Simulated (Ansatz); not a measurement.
## AsO in Ansatz: convergence with ecutfock ratio

Input of the first run (ecutfock ratio 1); the others differ in this setting and in those tied to it:

File input.yaml:

```yaml
crystal:
  lattice:
    - [2.10661174, -2.12236352, 0.0]
    - [2.10661174, 2.12236352, 0.0]
    - [0.0, 0.0, 3.36788364]
  atoms:
    - { symbol: As, position: [0.5, 0.5, 0.5] }
    - { symbol: O, position: [0.0, 0.0, 0.0] }
hamiltonian:
  xc: pbe0
  pseudopotentials: { kind: paw, level: accurate }
kpoints:
  mp_grid: { grid: [5, 5, 4] }
scf:
  occupations: { method: cold, width: 0.1 }
  exx: { ecutfock_ratio: 1 }
output:
  forces: true
  stress: true
  eigenvalues: true
```

Potentials or basis: Ansatz PAW earlier set.

Run with:

```sh
$ ansatz run input.yaml --threads 2 --pin off --max-ram 5632MiB --backend cpu --events-out ev --progress --plain --runs-dir out
```

The cell was built by a generator and needn't be a form met in nature.

Hardware: 2 threads of Arm Neoverse V1 (shared host).

Problem. The values tried are 1, 2, 3, 4, loosest first. From which on does the energy stay within 1 meV/atom of the tightest run that finished?

Solution. From 2 on.

| ecutfock ratio | energy less the tightest run, at zero smearing (meV/atom) | SCF cycles | CPU time (s) | peak memory (GiB) |
| --- | --- | --- | --- | --- |
| 1 | 2.48 | 32 | 110 | 2.1 |
| 2 | 0.00 | 33 | 130 | 2.3 |
| 3 | 0.00 | 33 | 160 | 2.7 |
| 4 | 0.00 | 33 | 160 | 2.8 |

The tightest run that finished is the yardstick and may itself not be fully converged.

Caveat, for the tightest run too: the k mesh is coarse (spacing up to 0.47 Å⁻¹), so the values aren't converged, least of all with exact exchange; an odd number of electrons without spin polarisation forces a metal; a magnetic or distorted state may lie lower.
